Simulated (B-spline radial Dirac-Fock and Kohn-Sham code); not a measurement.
**Au⁷³⁺: core levels and X-ray properties**

Aim: for Au⁷³⁺, compute its X-ray form factor and Compton profile and the binding energy of each subshell.

Method: a free atom or ion on a radial basis; each step names its model; computed with B-spline radial Dirac-Fock and Kohn-Sham code, version 2.

**1. What is computed**

The Au⁷³⁺ ion, [He] 2s2 2p2.

- nuclear charge: 79
- electrons: 6
- mass number: 197
- nuclear rms radius: 5.4371 fm

Outer shells as boxes (Hund's rule, for the drawing alone; heavy ions are jj-coupled, and the calculation averages over the configuration):

```
[He] core
2s [↑↓]
2p [↑ ][↑ ][  ]
```

**2. Scattering by the electron cloud**

Model: Dirac-Fock average of configuration, finite nucleus; form factor of the spherical density, Waller-Hartree incoherent function, impulse-approximation Compton profiles.

The run's settings:

```ini
task = scatter
Z = 79
charge = 73
configuration = 1s2 2s2 2p2
mass_number = 197
rms_radius = 5.4371  # fm
s = [0.0, 0.05, 0.1, 0.15, 0.2, 0.25, 0.3, 0.35, 0.4, 0.45, 0.5, 0.6, 0.7, 0.8, 0.9, 1.0, 1.1, 1.2, 1.4, 1.6, 1.8, 2.0, 2.5, 3.0, 3.5, 4.0, 5.0, 6.0]  # 1/A
pz = [0, 0.1, 0.15, 0.21, 0.31, 0.46, 0.67, 0.99, 1.4, 2.1, 3.1, 4.5, 6.6, 9.7, 14.0, 21.0, 31.0, 45.0, 65.0, 96.0, 140.0]  # a.u.
photon_energy = [2000, 5000, 8047.8, 10000, 17479.3, 30000, 100000, 500000]  # eV
```

**3. Hole states by ΔSCF**

Model: Dirac-Fock average of configuration, Delta-SCF, finite nucleus, first-order Breit with its frequency dependence, self-energy and vacuum polarisation.

Recorded inputs:

```ini
task = binding
```

**Question.** What will these runs give? Wanted: rms radius of the electron cloud; form factor halves at; Compton profile at zero; deepest level listed, K; least bound, L2,3.

**Answer**, as computed:

| quantity | value |
| --- | --- |
| rms radius of the electron cloud | 0.0591 bohr |
| form factor halves at | 5.9 1/Å |
| Compton profile at zero | 0.1150 1/a.u. |
| deepest level listed, K (1s) | 89397.9 eV |
| least bound, L2,3 (2p) | 20209.0 eV |
| ionisation energy, NIST (theoretical) | 21470.0 eV |

**Reading.** The form factor starts at the 6 electrons and halves by s = 5.9 1/Å. Incoherent scattering outweighs coherent from 500 keV on, among the energies asked. For K (1s), relaxation takes off 12.4 eV, Breit terms shift it by -236.84 and QED by -151.91 eV. NIST's ionisation energy differs by +1261.05 eV from the least binding energy; the calculation averages open shells over their j components and terms. The Hartree-Fock and Dirac-Fock values hold no electron correlation.
